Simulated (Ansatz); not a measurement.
# CAM-B3LYP/def2-SVP (core potential) run of CH5FOSn (SMILES FC[O][SnH3])

Aim: the energy change on altering one bond length of CH5FOSn at CAM-B3LYP/def2-SVP (core potential), from 2 runs. 

The results are computed with Ansatz 0.2.0.

117 further runs of the same task are left out: 117 set aside as unsound or not needed. Runs told in other sessions of the task aren't counted.

## (1) The structure to begin with

CH5FOSn: 9 atoms, total charge 0, spin state singlet. As SMILES, `FC[O][SnH3]`. Geometry: relaxed at PBE0-D4/def2-TZVP. This is one conformer, not always the lowest.

Bond lengths: F1–C2 1.398 Å, C2–O3 1.354 Å, O3–Sn4 1.991 Å, C2–H5 1.100 Å, C2–H6 1.095 Å, Sn4–H7 1.705 Å, Sn4–H8 1.700 Å, Sn4–H9 1.699 Å. Some angles: F1–C2–O3 110.7°, C2–O3–Sn4 118.4°, F1–C2–H5 105.2°, F1–C2–H6 106.7°, O3–C2–H5 113.4°, O3–C2–H6 109.7°, O3–Sn4–H7 106.3°, O3–Sn4–H8 101.6°, O3–Sn4–H9 108.3°, H5–C2–H6 110.9°.

## (2) A single-point energy at CAM-B3LYP/def2-SVP (core potential)

Contents of molecule.yaml:

```yaml
crystal:
  periodic: [false, false, false]
  atoms:
    - {symbol: F, position_ang: [-0.596800, 1.754200, 0.031500]}
    - {symbol: C, position_ang: [-1.291500, 0.566100, 0.277800]}
    - {symbol: O, position_ang: [-0.736000, -0.463400, -0.405000]}
    - {symbol: Sn, position_ang: [1.239300, -0.701500, -0.319700]}
    - {symbol: H, position_ang: [-1.258800, 0.434000, 1.369300]}
    - {symbol: H, position_ang: [-2.319100, 0.724600, -0.066100]}
    - {symbol: H, position_ang: [1.690100, -0.390300, 1.294800]}
    - {symbol: H, position_ang: [1.407800, -2.333100, -0.765300]}
    - {symbol: H, position_ang: [1.953500, 0.363100, -1.434400]}
basis:
  gaussian:
    orbitals: def2-SVP
hamiltonian:
  xc: {name: CAM-B3LYP}
accuracy: high
output: {orbitals: {seedname: orbitals}}
```

Launch:

```sh
$ ansatz run molecule.yaml --threads 1 --pin off --max-ram 3480MiB --events-out events.jsonl --progress --plain --runs-dir runs
```

Log:

```text
Warning: RAYON_NUM_THREADS=1 ignored (pool sized by the plan → 1); use --threads N
Functional definition: CAM-B3LYP
  name "CAM-B3LYP"
  parameter alpha = 0.19
  parameter beta = 0.46
  parameter omega = 0.33/bohr
  parameter ac = 0.81
  exchange = (1 - alpha - beta)*b88_x + beta*b88_x_sr(omega) + alpha*exact_x + beta*exact_x_lr(omega)
  correlation = (1 - ac)*vwn5_c + ac*lyp_c
2278 factors; integrals over basis functions are off by at most 3.5e-9 eV
430 factors; integrals over basis functions are off by at most 2.1e-9 eV
mean field evaluation 1: about -11702.5681 eV, gradient 4.5e1 eV
mean field evaluation 2: about -11699.3865 eV, gradient 6.2e1 eV
mean field evaluation 4: about -11706.0596 eV, gradient 2.8e0 eV
mean field evaluation 8: about -11706.2119 eV, gradient 7.1e-2 eV
mean field evaluation 16: about -11706.2119 eV, gradient 1.3e-5 eV
mean field -11706.21194033 eV, -430.1953540518 hartree, gradient 2.9e-8 eV, S^2 0.000000; 0 other end points of the search recorded, 0 dependent functions left out
reference -11706.21196164 eV, -430.1953548347 hartree; 25, 25 occupied and 68, 68 virtual orbitals, 2278 factors
Total energy: -11706.21196164 eV, -430.1953548347 hartree
```

Run time: 12 s. Hardware: 1 thread of Arm Neoverse V1, shared host; peak memory 0.39 GiB.

## (3) The distorted shape

Contents of in.yaml:

```yaml
crystal:
  periodic: [false, false, false]
  atoms:
    - {symbol: F, position_ang: [-1.453832, 0.476691, 1.369128]}
    - {symbol: C, position_ang: [-2.148532, -0.711409, 1.615428]}
    - {symbol: O, position_ang: [-1.593032, -1.740909, 0.932628]}
    - {symbol: Sn, position_ang: [0.382268, -1.979009, 1.017928]}
    - {symbol: H, position_ang: [-2.115832, -0.843509, 2.706928]}
    - {symbol: H, position_ang: [-3.176132, -0.552909, 1.271528]}
    - {symbol: H, position_ang: [0.833068, -1.667809, 2.632428]}
    - {symbol: H, position_ang: [0.550768, -3.610609, 0.572328]}
    - {symbol: H, position_ang: [1.953500, 0.363100, -1.434400]}
basis:
  gaussian:
    orbitals: def2-SVP
hamiltonian:
  xc: {name: CAM-B3LYP}
accuracy: high
output:
  orbitals: {seedname: orbitals}
```

Launch:

```sh
$ ansatz run in.yaml --threads 1 --pin off --max-ram 3480MiB --events-out events.jsonl --progress --plain --runs-dir runs
```

Log (excerpt; [...] marks lines left out):

```text
Warning: RAYON_NUM_THREADS=1 ignored (pool sized by the plan → 1); use --threads N
[... 8 set-up lines as earlier in the session ...]
2232 factors; integrals over basis functions are off by at most 7.2e-9 eV
440 factors; integrals over basis functions are off by at most 2.6e-9 eV
mean field evaluation 1: about -11696.5598 eV, gradient 4.6e1 eV
mean field evaluation 2: about -11689.5793 eV, gradient 6.7e1 eV
mean field evaluation 4: about -11701.4534 eV, gradient 4.5e0 eV
mean field evaluation 8: about -11701.6867 eV, gradient 4.9e-1 eV
mean field evaluation 16: about -11701.6875 eV, gradient 3.7e-4 eV
mean field -11701.68745235 eV, -430.0290821851 hartree, gradient 3.9e-8 eV, S^2 0.000000; 0 other end points of the search recorded, 0 dependent functions left out
reference -11701.68747592 eV, -430.0290830514 hartree; 25, 25 occupied and 68, 68 virtual orbitals, 2232 factors
Total energy: -11701.68747592 eV, -430.0290830514 hartree
```

Run time: 13 s. Hardware: 1 thread of Arm Neoverse V1, shared host; peak memory 0.39 GiB.

## (4) Results

Level: CAM-B3LYP/def2-SVP (core potential).

```
                                                          quantity          value
                                         first shape: total energy  -430.19535 Eh
                                          first shape: HOMO energy       -9.25 eV
                                          first shape: LUMO energy        0.78 eV
                                        first shape: HOMO–LUMO gap       10.03 eV
                                     distorted shape: total energy  -430.02908 Eh
                                      distorted shape: HOMO energy       -7.25 eV
                                      distorted shape: LUMO energy       -3.47 eV
                                    distorted shape: HOMO–LUMO gap        3.78 eV
energy change with the Sn4–H9 bond stretched from 1.699 to 3.737 Å       4.524 eV
```

In words: One bond (distorted shape) is far stretched, which a spin-restricted single reference describes badly; a broken-symmetry solution may lie lower. With the Sn4–H9 bond stretched from 1.699 to 3.737 Å the energy rises by 4.52 eV (437 kJ/mol). The first shape isn't relaxed at this level, so the change isn't measured from a minimum. A restricted reference can't describe the breaking bond well at this length.
